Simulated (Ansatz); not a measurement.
What does this script print? It uses Ansatz 0.2.0 through its Python package.

The script, `torsion.py`:
```python
import ansatz as az
from ase import Atoms

atoms = Atoms(["F", "C", "C", "Si", "H", "H", "H", "H", "H"], positions=[
    (-1.2307, 2.3068, 0.5863),
    (-0.5959, 1.3873, -0.0698),
    (-0.3596, 0.2277, 0.5089),
    (0.6633, -1.1475, -0.2303),
    (-0.3183, 1.703, -1.0836),
    (-0.6712, 0.0718, 1.5346),
    (1.8234, -1.4579, 0.5836),
    (-0.2321, -2.3484, -0.2813),
    (1.0096, -0.7891, -1.5653),
])

first = (
    az.Crystal.molecule_from_ase(atoms).calculation()
    .basis(gaussian="cc-pVDZ")
    .functional("r2scan")
    .relax(force_tolerance=0.02, max_steps=80)
)
atoms.positions = first.run().report["positions_ang"]

start = atoms.get_dihedral(3, 2, 1, 0)
energies = {}
for turn in range(0, 360, 40):
    turned = atoms.copy()
    turned.set_dihedral(3, 2, 1, 0, start + turn, indices=[0, 1, 4])
    calc = az.Crystal.molecule_from_ase(turned).calculation()
    calc = calc.basis(gaussian="cc-pVDZ").functional("r2scan")
    energies[round((start + turn) % 360)] = calc.run().report["free_energy_ev"]
floor = min(energies.values())
print("dihedral Si3-C2-C1-F0 (deg)   E - E(min) (kJ/mol)")
for angle, e in sorted(energies.items()):
    print(f"{angle:8d} {96.485332 * (e - floor):14.3f}  " + "#" * int(30 * (e - floor) / max(max(energies.values()) - floor, 1e-9)))
```

```console
$ python torsion.py
dihedral Si3-C2-C1-F0 (deg)   E - E(min) (kJ/mol)
      20         20.525  ##
      60        159.586  ##################
     100        263.624  #############################
     140         74.001  ########
     180          0.000
     220         74.013  ########
     260        263.641  ##############################
     300        159.547  ##################
     340         20.499  ##
```

The scan is rigid and the energies are electronic, in a modest basis. With rigid groups the curve can differ much from the relaxed path, the start wasn't checked as a minimum of this torsion, and equivalent turns needn't return to the same energy. Timing: 62 s on 1 thread of Arm Neoverse V2, on a shared host, peak memory 0.21 GiB.

(Lines on the test bed's own set-up are left out of the output.)
